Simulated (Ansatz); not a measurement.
# C2F5 (SMILES F[C](F)C(F)(F)F): UPBE-QIDH/cc-pVDZ

What is the vertical ionisation energy of C2F5 at UPBE-QIDH/cc-pVDZ? 

The results are computed with Ansatz 0.2.0.

33 further runs of the same task are left out: 33 set aside as unsound or not needed.

**1. Starting point**

C2F5 has 7 atoms, charge 0, and is taken as a doublet. SMILES: `F[C](F)C(F)(F)F`. The coordinates come from a PBE0-D4/def2-TZVP relaxation.

Bond lengths: F1–C2 1.312 Å, C2–F3 1.312 Å, C2–C4 1.514 Å, C4–F5 1.327 Å, C4–F6 1.327 Å, C4–F7 1.338 Å. Angles: F1–C2–F3 112.2°, F1–C2–C4 114.4°, F3–C2–C4 114.4°, C2–C4–F5 109.8°, C2–C4–F6 109.7°, C2–C4–F7 111.6°, F5–C4–F6 109.4°, F5–C4–F7 108.1°, F6–C4–F7 108.1°.

**2. The energy at UPBE-QIDH/cc-pVDZ**

molecule.yaml reads:

```yaml
crystal:
  periodic: [false, false, false]
  atoms:
    - {symbol: F, position_ang: [1.561030, -0.846020, 0.512950]}
    - {symbol: C, position_ang: [0.322010, -0.468420, 0.723150]}
    - {symbol: F, position_ang: [-0.464130, -1.481230, 1.002660]}
    - {symbol: C, position_ang: [-0.228340, 0.480800, -0.320510]}
    - {symbol: F, position_ang: [0.577960, 1.527090, -0.444820]}
    - {symbol: F, position_ang: [-1.434800, 0.896110, 0.043240]}
    - {symbol: F, position_ang: [-0.333720, -0.108340, -1.516660]}
basis:
  gaussian: {orbitals: cc-pVDZ}
magnetization: {spin_polarized: true, initial_magnetization: 1}
hamiltonian: {xc: {name: PBE-QIDH}}
correlation: {frozen_orbitals: {C: 1, F: 1}}
accuracy: high
output: {orbitals: {seedname: orbitals}}
```

Command:

```console
$ ansatz run molecule.yaml --threads 1 --pin off --max-ram 3480MiB --events-out events.jsonl --progress --plain --runs-dir runs
```

What it wrote:

```text
Warning: RAYON_NUM_THREADS=1 ignored (pool sized by the plan → 1); use --threads N
Functional definition: PBE-QIDH
  name "PBE-QIDH"
  parameter a = 3^(-1/3)
  parameter c = 1/3
  exchange = (1 - a)*pbe_x + a*exact_x
  correlation = (1 - c)*pbe_c + c*(mp2_os + mp2_ss)
2170 factors; integrals over basis functions are off by at most 2.4e-9 eV
mean field evaluation 1: about -15620.8188 eV, gradient 3.2e1 eV
mean field evaluation 2: about -15621.0103 eV, gradient 3.2e1 eV
mean field evaluation 4: about -15624.7275 eV, gradient 2.5e0 eV
mean field evaluation 8: about -15624.7879 eV, gradient 3.9e-1 eV
mean field evaluation 16: about -15624.7897 eV, gradient 8.3e-4 eV
mean field -15624.78973952 eV, -574.2004320643 hartree, gradient 4.0e-8 eV, S^2 0.754503; 0 other end points of the search recorded, 0 dependent functions left out
7 core orbitals not correlated: weight in the atoms' cores, before any rotation towards them, 1.000 or more for the frozen orbitals, at most 0.000 for the correlated occupied ones
reference -15624.78973998 eV, -574.2004320815 hartree; 22, 21 occupied and 69, 70 virtual orbitals, 2170 factors
second order -35.19080266 eV of doubles, -0.00000000 eV of singles
Total energy: -15636.52000754 eV, -574.6315114631 hartree
```

It took 15 s on 1 thread of Intel Xeon Platinum 8488C (Sapphire Rapids), shared host; peak memory 0.53 GiB.

**3. The singlet cation at the same level**

molecule.yaml reads:

```yaml
crystal:
  periodic: [false, false, false]
  atoms:
    - symbol: F
      position_ang: [1.561030, -0.846020, 0.512950]
    - symbol: C
      position_ang: [0.322010, -0.468420, 0.723150]
    - symbol: F
      position_ang: [-0.464130, -1.481230, 1.002660]
    - symbol: C
      position_ang: [-0.228340, 0.480800, -0.320510]
    - symbol: F
      position_ang: [0.577960, 1.527090, -0.444820]
    - symbol: F
      position_ang: [-1.434800, 0.896110, 0.043240]
    - symbol: F
      position_ang: [-0.333720, -0.108340, -1.516660]
basis:
  gaussian:
    orbitals: cc-pVDZ
accuracy: high
total_charge: 1
hamiltonian:
  xc: {name: PBE-QIDH}
correlation:
  frozen_orbitals: {C: 1, F: 1}
output: {orbitals: {seedname: orbitals}}
```

Command:

```console
$ ansatz run molecule.yaml --threads 1 --pin off --max-ram 3480MiB --events-out events.jsonl --progress --plain --runs-dir runs
```

What it wrote (excerpt; [...] marks lines left out):

```text
Warning: RAYON_NUM_THREADS=1 ignored (pool sized by the plan → 1); use --threads N
[... 2 set-up lines as earlier in the session ...]
[...]
2168 factors; integrals over basis functions are off by at most 2.9e-9 eV
[...]
mean field -15613.71640341 eV, -573.7934944683 hartree, gradient 4.9e-8 eV, S^2 0.000000; 0 other end points of the search recorded, 0 dependent functions left out
7 core orbitals not correlated: weight in the atoms' cores, before any rotation towards them, 1.000 or more for the frozen orbitals, at most 0.000 for the correlated occupied ones
reference -15613.71640383 eV, -573.7934944838 hartree; 21, 21 occupied and 70, 70 virtual orbitals, 2168 factors
second order -36.62526592 eV of doubles, -0.00000000 eV of singles
Total energy: -15625.92482581 eV, -574.2421457162 hartree
```

It took 10 s on 1 thread of Intel Xeon Platinum 8488C (Sapphire Rapids), shared host; peak memory 0.38 GiB.

**4. Summary of results**

Level: UPBE-QIDH/cc-pVDZ, 7 core orbitals frozen.

| quantity | value |
| --- | --- |
| doublet C2F5: total energy | -574.63151 Eh |
| doublet C2F5: HOMO energy (SCF part's orbitals) (highest over α and β) | -10.70 eV |
| doublet C2F5: LUMO energy (SCF part's orbitals) (lowest over α and β) | 0.23 eV |
| doublet C2F5: ⟨S²⟩ | 0.755 |
| singlet cation: total energy | -574.24215 Eh |
| singlet cation: HOMO energy (SCF part's orbitals) | -22.15 eV |
| singlet cation: LUMO energy (SCF part's orbitals) | -11.24 eV |
| singlet cation: HOMO–LUMO gap (SCF part's orbitals) | 10.91 eV |
| vertical ionisation energy (to the singlet cation) | 10.595 eV |

**Reading.** Removing an electron at fixed nuclei costs 10.60 eV (244 kcal/mol). Only the singlet of the ionised species was computed; a triplet could lie lower.
